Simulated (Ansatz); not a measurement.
**CH3I2In: basis-set convergence**

How large a basis does CH3I2In need? Two functionals are run in growing sets.

Computed with Ansatz 0.2.0, Gaussian basis. Level: one geometry, several basis sets.

Levels to be run: PBE0-D4/def2-SVP; ωB97M-V/def2-SVP; PBE0-D4/def2-QZVPP; ωB97M-V/def2-QZVPP; the functionals' def2-TZVPP values are taken from earlier runs.

1 further run of the same task is left out (for a known fault of the program). Runs told in other sessions of the task aren't counted.

### Step 1. The relaxed structure

An earlier PBE0-D4 in a triple-zeta def2 set relaxation fixed the geometry. In, I take the def2 core potential; no spin-orbit term is included.

SMILES `[CH3][In]([I])[I]`, 7 atoms, charge 0, spin multiplicity 1.

Atoms are counted from 1 here; the program's logs count them from 0.

Bond lengths: C1–In2 2.136 Å, C1–H5 1.089 Å, C1–H6 1.089 Å, C1–H7 1.091 Å, In2–I3 2.659 Å, In2–I4 2.659 Å. Angles: In2–C1–H5 109.3°, In2–C1–H6 109.3°, In2–C1–H7 108.4°, H5–C1–H6 110.7°, H5–C1–H7 109.6°, H6–C1–H7 109.5°, C1–In2–I3 123.0°, C1–In2–I4 123.0°, I3–In2–I4 114.0°.

### Step 2. PBE0-D4 in def2-SVP

File in.yaml:

```yaml
crystal:
  periodic: [false, false, false]
  atoms:
    - {symbol: C, position_ang: [-0.093554, 1.173141, 0.038730]}
    - {symbol: In, position_ang: [0.068729, -0.955914, -0.023357]}
    - {symbol: I, position_ang: [1.990600, -2.298096, 1.232636]}
    - {symbol: I, position_ang: [-1.622443, -2.500528, -1.374825]}
    - {symbol: H, position_ang: [-1.134223, 1.459364, -0.104779]}
    - {symbol: H, position_ang: [0.276411, 1.533733, 0.997330]}
    - {symbol: H, position_ang: [0.514480, 1.588300, -0.765735]}
basis:
  gaussian: {orbitals: def2-SVP}
hamiltonian: {xc: pbe0, dispersion: d4}
output: {orbitals: {seedname: orbitals}}
```

Run with:

```sh
ansatz run in.yaml --threads 4 --pin off --events-out ev --progress --plain --max-ram 10444MiB
```

After this run come: ωB97M-V in def2-SVP; PBE0-D4 in def2-QZVPP; ωB97M-V in def2-QZVPP.

**Question.** What will the summary of the whole plan be? Wanted: PBE0-D4: double and triple zeta above quadruple; ωB97M-V: double and triple zeta above quadruple.

**Answer**, as computed:

```
                                       quantity          value
PBE0-D4: double and triple zeta above quadruple  2.12, 0.16 eV
ωB97M-V: double and triple zeta above quadruple  2.24, 0.16 eV
```

**Reading.** PBE0-D4 gains 1.96 eV from double to triple zeta, then 0.16 eV more. These are total energies; as a rule much of such shifts cancels in differences, which this series doesn't test.
